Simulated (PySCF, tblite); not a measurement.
# C4H12Ge2: geometry, infrared bands and NMR shifts

What infrared bands and NMR shifts should C4H12Ge2 (`C[CH2][GeH]1[CH2][GeH2][CH2]1`) show?

Computed with tblite 0.8.0 and PySCF 2.14.0, with density-fitted response routines of our own, on a single molecule in the gas phase. Atoms are numbered from 0 throughout.

**1. The starting structure**

18 atoms, charge 0, multiplicity 1; geometry from: force field or distance geometry start.

Bonds of the start (Å): C0–C1 1.53, C1–Ge2 1.93, Ge2–C3 1.94, C3–Ge4 1.91, Ge4–C5 1.94, C5–Ge2 1.97, C0–H6 1.10, C0–H7 1.11, C0–H8 1.11, C1–H9 1.11, C1–H10 1.11, Ge2–H11 1.55, C3–H12 1.13, C3–H13 1.10, Ge4–H14 1.55, Ge4–H15 1.54, C5–H16 1.09, C5–H17 1.10.

**2. Geometry optimisation with GFN2-xTB**

Job settings and geometry (Å):

```
{"job": {"kind": "relax", "xc": "GFN2-xTB", "basis": "xTB"}, "charge": 0, "multiplicity": 1}
C      2.657600    -0.064400    -0.173200
C      1.486500     0.428900     0.680900
Ge    -0.002300    -0.734100     0.274300
C     -1.673400    -0.294700     1.148200
Ge    -2.339000     0.640000    -0.383800
C     -0.847300    -0.087600    -1.378900
H      3.484400     0.655800    -0.214600
H      2.942300    -1.046300     0.259000
H      2.215400    -0.289300    -1.166600
H      1.268900     1.457100     0.325100
H      1.765900     0.417900     1.751900
H      0.315000    -2.255000     0.274400
H     -2.330900    -1.185400     1.374100
H     -1.606000     0.314100     2.059100
H     -2.310600     2.170700    -0.125700
H     -3.694200     0.080500    -0.844600
H     -1.081700    -0.928800    -2.036400
H     -0.259300     0.726900    -1.835000
```

Run with:

```console
OMP_NUM_THREADS=1 python probes_run.py task.json out
```

One launch serves the whole session: the jobs run in the order shown.

**Question.** This job is followed by: GFN2-xTB harmonic vibrations, gas phase; GIAO PBE0/pcSseg-1 NMR shielding, non-relativistic, gas phase. What will the session give for the following? strongest single infrared mode (GFN2-xTB); zero-point energy (GFN2-xTB); 13C shifts against TMS (PBE0/pcSseg-1, means over atoms taken as alike); 1H shifts against TMS (PBE0/pcSseg-1, means over atoms taken as alike); 73Ge shifts against GeMe4 (PBE0/pcSseg-1).

As calculated:

| quantity | value |
| --- | --- |
| strongest single infrared mode (GFN2-xTB) | 1948 cm⁻¹, 591 km/mol |
| zero-point energy (GFN2-xTB) | 85.8 kcal/mol |
| 13C shifts against TMS (PBE0/pcSseg-1, means over atoms taken as alike) | 14.7, 11.0, 5.2 ppm |
| 1H shifts against TMS (PBE0/pcSseg-1, means over atoms taken as alike) | 5.27, 4.90, 4.79, 1.25, 1.20, 1.20, 0.89 ppm |
| 73Ge shifts against GeMe4 (PBE0/pcSseg-1) | -13, -114 ppm |

**Reading.** Over 111 steps the energy fell by 0.558 eV; of the close pairs, C3–Ge4 changed most, 1.914 to 1.991 Å. All 48 modes are real, so the xTB geometry is a minimum. The strongest single mode, at 1948 cm⁻¹, moves mainly H14 and H15. Unscaled tight-binding wavenumbers are off by several per cent, some by more. Its intensities can rank the bands wrongly. At PBE0/pcSseg-1: The largest span, 243 ppm, is at Ge4, where the paramagnetic term is -1311 ppm. Spin-orbit coupling is left out, which matters for shieldings and couplings at and beside the heavy atoms.
